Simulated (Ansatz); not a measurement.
# C₂H₆N₂Si: how energies converge with the basis set

One table from this session's results is given with a row withheld; the runs are named, their logs left out.

Method: one geometry, several basis sets; program: Ansatz 0.2.0, Gaussian basis.

Levels to be run: PBE0-D4/def2-SVP; ωB97M-V/def2-SVP; PBE0-D4/def2-QZVPP; ωB97M-V/def2-QZVPP; the functionals' def2-TZVPP values are taken from earlier runs.

## The relaxed structure

The geometry comes from an earlier relaxation with PBE0-D4 in a triple-zeta def2 set; it is a stationary point, not always the lowest conformer.

SMILES `C1=NC[SiH2]N1`, 11 atoms, charge 0, spin multiplicity 1.

Atoms are counted from 1 here; the program's logs count them from 0.

Bond lengths: C1–N2 1.271 Å, C1–N5 1.381 Å, C1–H6 1.089 Å, N2–C3 1.467 Å, C3–Si4 1.897 Å, C3–H7 1.094 Å, C3–H8 1.094 Å, Si4–N5 1.745 Å, Si4–H9 1.488 Å, Si4–H10 1.488 Å, N5–H11 1.004 Å. Angles: N2–C1–N5 122.3°, N2–C1–H6 120.2°, N5–C1–H6 117.5°, C1–N2–C3 112.4°, N2–C3–Si4 106.1°, N2–C3–H7 109.3°, N2–C3–H8 109.4°, Si4–C3–H7 112.9°, Si4–C3–H8 113.0°, H7–C3–H8 106.1°, C3–Si4–N5 89.8°, C3–Si4–H9 116.8°, C3–Si4–H10 116.8°, N5–Si4–H9 112.5°, N5–Si4–H10 112.5°, H9–Si4–H10 107.6°, C1–N5–Si4 109.4°, C1–N5–H11 118.8° and more.

Set-up of the first run:

The input, in.yaml:

```yaml
crystal:
  periodic: [false, false, false]
  atoms:
    - {symbol: C, position_ang: [-1.341263, -0.502413, -0.253115]}
    - {symbol: N, position_ang: [-0.647321, -1.370821, 0.362199]}
    - {symbol: C, position_ang: [0.715744, -0.903470, 0.638705]}
    - {symbol: Si, position_ang: [0.827538, 0.847624, -0.081983]}
    - {symbol: N, position_ang: [-0.833502, 0.732688, -0.605562]}
    - {symbol: H, position_ang: [-2.374324, -0.717300, -0.521558]}
    - {symbol: H, position_ang: [0.896814, -0.931774, 1.717215]}
    - {symbol: H, position_ang: [1.434747, -1.596404, 0.192245]}
    - {symbol: H, position_ang: [1.769113, 1.048239, -1.216835]}
    - {symbol: H, position_ang: [1.044427, 1.958652, 0.883842]}
    - {symbol: H, position_ang: [-1.426573, 1.378078, -1.094554]}
basis:
  gaussian: {orbitals: def2-SVP}
hamiltonian: {xc: pbe0, dispersion: d4}
output: {orbitals: {seedname: orbitals}}
```

Among the steps run: PBE0-D4 in def2-SVP; ωB97M-V in def2-SVP; PBE0-D4 in def2-QZVPP; ωB97M-V in def2-QZVPP.

One of the session's tables, all rows but one given; the rest of the session is left out.

It belongs to the step «Density functionals: the series». 

```
functional       basis  HOMO (eV)  LUMO (eV)
   PBE0-D4    def2-SVP          ?          ?
   PBE0-D4  def2-TZVPP      -6.73       0.20
   PBE0-D4  def2-QZVPP      -6.76       0.00
   ωB97M-V    def2-SVP      -8.79       2.64
   ωB97M-V  def2-TZVPP      -8.94       1.74
   ωB97M-V  def2-QZVPP      -8.98       1.25
```

Estimate the missing values for PBE0-D4, def2-SVP.

The run gave: HOMO (eV): -6.60; LUMO (eV): 0.76. In the column «HOMO (eV)» it is the highest.
